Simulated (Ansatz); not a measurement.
# C2H8SSi: the cost of one run

Computed with Ansatz 0.2.0, driven from Python. Level of theory: PBE+D4/pcseg-2.

### 1 Starting point

Bond lengths: Si1–C2 1.847 Å, C2–C3 1.508 Å, C3–S4 1.775 Å, Si1–H5 1.511 Å, Si1–H6 1.554 Å, Si1–H7 1.470 Å, C2–H8 1.079 Å, C2–H9 1.066 Å, C3–H10 1.069 Å, C3–H11 1.133 Å, S4–H12 1.370 Å. Angles (14 of 19 angles, heavy atoms first): Si1–C2–C3 112.9°, C2–C3–S4 113.6°, Si1–C2–H8 106.3°, Si1–C2–H9 109.2°, C3–C2–H8 109.8°, C3–C2–H9 110.7°, C2–Si1–H5 110.2°, C2–Si1–H6 109.2°, C2–Si1–H7 113.4°, C2–C3–H10 113.0°, C2–C3–H11 109.7°, S4–C3–H10 108.8°, S4–C3–H11 104.7°, C3–S4–H12 94.9°.

The script reads c2h8ssi.xyz:

```xyz
12

Si    0.14090    1.72090    0.10670
C    -0.47790   -0.01010    0.28510
C     0.52840   -1.04170   -0.15810
S    -0.00970   -2.71440    0.09320
H     0.41670    2.02810   -1.34660
H    -0.97890    2.71090    0.53220
H     1.33560    2.00160    0.91660
H    -0.70360   -0.14490    1.33160
H    -1.38870   -0.11430   -0.25840
H     0.82600   -0.92430   -1.17780
H     1.47210   -0.94610    0.46220
H    -1.08400   -2.62090   -0.75260
```

### 2 The code

File run_tae.py:

```python
"""Atomisation energy of C2H8SSi at the given geometry."""

from collections import Counter

import ansatz as az


def energy(molecule, charge=0, unpaired=0):
    calc = molecule.calculation().basis(gaussian="pcseg-2").functional("pbe", dispersion="d4")
    if charge:
        calc = calc.charge(charge)
    if unpaired:
        calc = calc.spin("collinear", total=unpaired)
    report = calc.run(threads=1).report
    if report["published_state_doubts"]:
        print("  doubts:", report["published_state_doubts"])
    return report["free_energy_ev"]

c2h8ssi = az.Crystal.molecule_from_extxyz("c2h8ssi.xyz")

# unpaired electrons of the ground-state atoms
unpaired = {"Si": 2, "C": 2, "S": 2, "H": 1}
counts = Counter(site.symbol for site in c2h8ssi.cartesian_sites)
atom_energy = {s: energy(az.Crystal.molecule().atom(s, (0, 0, 0)), 0, unpaired[s]) for s in counts}
whole = energy(c2h8ssi, 0, 0)
for s, e in atom_energy.items():
    print(f"{s:2s} x{counts[s]}  {e:14.5f} eV")
print(f"C2H8SSi: {whole:.5f} eV")
split = sum(counts[s] * e for s, e in atom_energy.items()) - whole
print(f"atomisation energy (no zero-point term): {split:.3f} eV, {split / sum(counts.values()):.3f} eV an atom")
```

### 3 The calls as engine input

The package turns the script's settings into the engine's input (first run):

```yaml
crystal:
  periodic: [false, false, false]
  atoms:
    - { symbol: Si, position_ang: [0.0, 0.0, 0.0] }
basis:
  gaussian:
    orbitals: pcseg-2
hamiltonian:
  xc: pbe
  dispersion: d4
magnetization:
  spin_polarized: true
  initial_magnetization: 2.0
```

### 4 Launch

The run is started by

```bash
> python run_tae.py
```

**Question.** How long does this script take on 1 thread of Arm Neoverse V2, shared host, and how much memory does it need?

About 8 s, with a peak of 0.35 GiB.
